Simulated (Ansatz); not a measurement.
**CH₈O₂Si₂: one species, many methods**

Aim: compute CH₈O₂Si₂ with functionals from several rungs and with coupled cluster, and see how far each lands from CCSD(T) at the basis-set limit for the atomisation energy.

The runs use Ansatz 0.2.0, Gaussian basis; functionals in def2-TZVPP, the program's frozen cores in correlated methods.

Levels to be run: PBE-D4, r2SCAN-D4, PBE0-D4, B3LYP-D4, ωB97X-V, ωB97M-V, B2PLYP; CCSD(T)/def2-TZVPP; MP2/def2-QZVPP; extrapolation to the limit.

## Step 1: The relaxed structure

An earlier PBE0-D4 in a triple-zeta def2 set relaxation fixed the geometry.

SMILES `O[SiH2]C[SiH2]O`, 13 atoms, charge 0, spin multiplicity 1.

Atoms are counted from 1 here; the program's logs count them from 0.

Bond lengths: O1–Si2 1.666 Å, O1–H6 0.958 Å, Si2–C3 1.853 Å, Si2–H7 1.489 Å, Si2–H8 1.489 Å, C3–Si4 1.875 Å, C3–H9 1.095 Å, C3–H10 1.096 Å, Si4–O5 1.643 Å, Si4–H11 1.484 Å, Si4–H12 1.492 Å, O5–H13 0.965 Å. Angles: Si2–O1–H6 118.0°, O1–Si2–C3 105.6°, O1–Si2–H7 109.8°, O1–Si2–H8 109.4°, C3–Si2–H7 110.9°, C3–Si2–H8 113.0°, H7–Si2–H8 108.0°, Si2–C3–Si4 113.2°, Si2–C3–H9 109.6°, Si2–C3–H10 108.5°, Si4–C3–H9 108.7°, Si4–C3–H10 109.1°, H9–C3–H10 107.5°, C3–Si4–O5 110.3°, C3–Si4–H11 111.3°, C3–Si4–H12 107.8°, O5–Si4–H11 106.8°, O5–Si4–H12 112.1° and more.

## Step 2: PBE-D4 (GGA)

in.yaml

```yaml
crystal:
  periodic: [false, false, false]
  atoms:
    - {symbol: O, position_ang: [-1.714178, 0.199628, 0.730204]}
    - {symbol: Si, position_ang: [-1.091593, 0.685909, -0.736409]}
    - {symbol: C, position_ang: [0.749712, 0.617823, -0.543623]}
    - {symbol: Si, position_ang: [1.343277, -0.919264, 0.351998]}
    - {symbol: O, position_ang: [0.673448, -1.001392, 1.849630]}
    - {symbol: H, position_ang: [-2.666361, 0.195390, 0.835209]}
    - {symbol: H, position_ang: [-1.547859, -0.238943, -1.810500]}
    - {symbol: H, position_ang: [-1.593825, 2.050210, -1.060332]}
    - {symbol: H, position_ang: [1.094850, 1.500245, 0.005338]}
    - {symbol: H, position_ang: [1.205108, 0.650021, -1.540446]}
    - {symbol: H, position_ang: [2.814894, -0.896662, 0.542022]}
    - {symbol: H, position_ang: [0.988464, -2.101115, -0.486219]}
    - {symbol: H, position_ang: [-0.255927, -0.741851, 1.863129]}
basis:
  gaussian: {orbitals: def2-TZVPP}
hamiltonian: {xc: pbe, dispersion: d4}
output: {forces: true, orbitals: {seedname: orbitals}}
```

The run is started by

```
ansatz run in.yaml --threads 2 --pin off --events-out ev --progress --plain --max-ram 20480MiB --backend cuda --devices 0, --max-vram 18GiB
```

After this run come: r2SCAN-D4 (meta-GGA); PBE0-D4 (hybrid); B3LYP-D4 (hybrid); ωB97X-V (range-separated); ωB97M-V (range-separated); B2PLYP (double hybrid); CCSD(T) in def2-TZVPP; MP2 in def2-QZVPP.

Q: Predict the results of all the runs planned. Wanted: atomisation energy, CCSD(T)/CBS; farthest; mean size of error, hybrid; mean size of error, range-separated; gap, smallest and largest; T1 diagnostic; triples share of the correlation energy.

The runs gave:

```
                               quantity                                 value
        atomisation energy, CCSD(T)/CBS                         4711.4 kJ/mol
 functionals within 23.6 kJ/mol (0.5 %)   PBE-D4, r2SCAN-D4, ωB97X-V, ωB97M-V
                               farthest                 B2PLYP (-79.5 kJ/mol)
             mean size of error, hybrid                           54.0 kJ/mol
    mean size of error, range-separated                            5.0 kJ/mol
              gap, smallest and largest  5.88 eV (PBE-D4), 12.60 eV (ωB97X-V)
                          T1 diagnostic                                0.0111
triples share of the correlation energy                                 3.4 %
```

PBE-D4 is off by -14.2 kJ/mol. Double hybrids carry the basis error of their MP2 part in triple zeta, and no dispersion term here, so their miss is partly the set-up's. The reference freezes the cores and leaves out relativity and excitations past (T), so misses under about 23.6 kJ/mol can't be ranked. Hartree-Fock recovers 73 % of the binding; the rest is correlation. The gap grows from 5.9 to 12.6 eV across the functionals, mostly with the share of exact exchange.
